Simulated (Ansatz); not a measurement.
# C2H9BSSi: basis-set convergence

The task here is to estimate one member of a computed series from the others.

Program: Ansatz 0.2.0, Gaussian basis. Level of theory: one geometry, several basis sets. These are calculated values, not measurements.

Plan: PBE0-D4/def2-SVP; ωB97M-V/def2-SVP; PBE0-D4/def2-QZVPP; ωB97M-V/def2-QZVPP; the functionals' def2-TZVPP values are taken from earlier runs.

## The geometry

All runs share one geometry, relaxed beforehand with PBE0-D4 in a triple-zeta def2 set.

SMILES `BCS[SiH2]C`, 14 atoms, charge 0, spin multiplicity 1.

Atoms are counted from 1 here; the program's logs count them from 0.

Bond lengths: B1–C2 1.552 Å, B1–H6 1.195 Å, B1–H7 1.198 Å, C2–S3 1.818 Å, C2–H8 1.098 Å, C2–H9 1.100 Å, S3–Si4 2.131 Å, Si4–C5 1.868 Å, Si4–H10 1.491 Å, Si4–H11 1.486 Å, C5–H12 1.092 Å, C5–H13 1.092 Å, C5–H14 1.094 Å. Angles: C2–B1–H6 122.6°, C2–B1–H7 117.7°, H6–B1–H7 119.6°, B1–C2–S3 114.9°, B1–C2–H8 109.0°, B1–C2–H9 106.0°, S3–C2–H8 110.7°, S3–C2–H9 110.8°, H8–C2–H9 104.8°, C2–S3–Si4 100.1°, S3–Si4–C5 113.1°, S3–Si4–H10 109.1°, S3–Si4–H11 105.1°, C5–Si4–H10 109.1°, C5–Si4–H11 110.9°, H10–Si4–H11 109.4°, Si4–C5–H12 111.3°, Si4–C5–H13 110.7° and more.

Set-up of the first run:

in.yaml reads:

```yaml
crystal:
  periodic: [false, false, false]
  atoms:
    - {symbol: B, position_ang: [-0.561114, 2.268172, 1.800342]}
    - {symbol: C, position_ang: [-0.486291, 1.130028, 0.747248]}
    - {symbol: S, position_ang: [-0.074625, -0.508567, 1.418280]}
    - {symbol: Si, position_ang: [-0.194288, -1.679515, -0.358155]}
    - {symbol: C, position_ang: [1.105721, -1.229157, -1.621728]}
    - {symbol: H, position_ang: [-0.279565, 2.102379, 2.949504]}
    - {symbol: H, position_ang: [-0.897440, 3.354292, 1.423923]}
    - {symbol: H, position_ang: [-1.432075, 1.095557, 0.190875]}
    - {symbol: H, position_ang: [0.264010, 1.448505, 0.008316]}
    - {symbol: H, position_ang: [-1.545279, -1.508513, -0.965099]}
    - {symbol: H, position_ang: [-0.029611, -3.085419, 0.094338]}
    - {symbol: H, position_ang: [0.998121, -0.192351, -1.948700]}
    - {symbol: H, position_ang: [2.107384, -1.356312, -1.206268]}
    - {symbol: H, position_ang: [1.012054, -1.868298, -2.504077]}
basis:
  gaussian: {orbitals: def2-SVP}
hamiltonian: {xc: pbe0, dispersion: d4}
output: {orbitals: {seedname: orbitals}}
```

On the command line:

```sh
> ansatz run in.yaml --threads 4 --pin off --events-out ev --progress --plain --max-ram 10444MiB
```

Among the steps run: PBE0-D4 in def2-SVP; ωB97M-V in def2-SVP; PBE0-D4 in def2-QZVPP; ωB97M-V in def2-QZVPP.

One of the session's tables, all rows but one given; the rest of the session is left out.

It belongs to the step «Density functionals: the series». 

| functional | basis | HOMO (eV) |
| --- | --- | --- |
| PBE0-D4 | def2-SVP | -6.72 |
| PBE0-D4 | def2-TZVPP | -6.84 |
| PBE0-D4 | def2-QZVPP | -6.86 |
| ωB97M-V | def2-SVP | -8.89 |
| ωB97M-V | def2-TZVPP | ? |
| ωB97M-V | def2-QZVPP | -9.06 |

Q: Estimate the row for ωB97M-V, def2-TZVPP from the others.

As computed: HOMO (eV): -9.03. In the column «HOMO (eV)» it lies between ωB97M-V, def2-QZVPP (-9.06) and ωB97M-V, def2-SVP (-8.89).
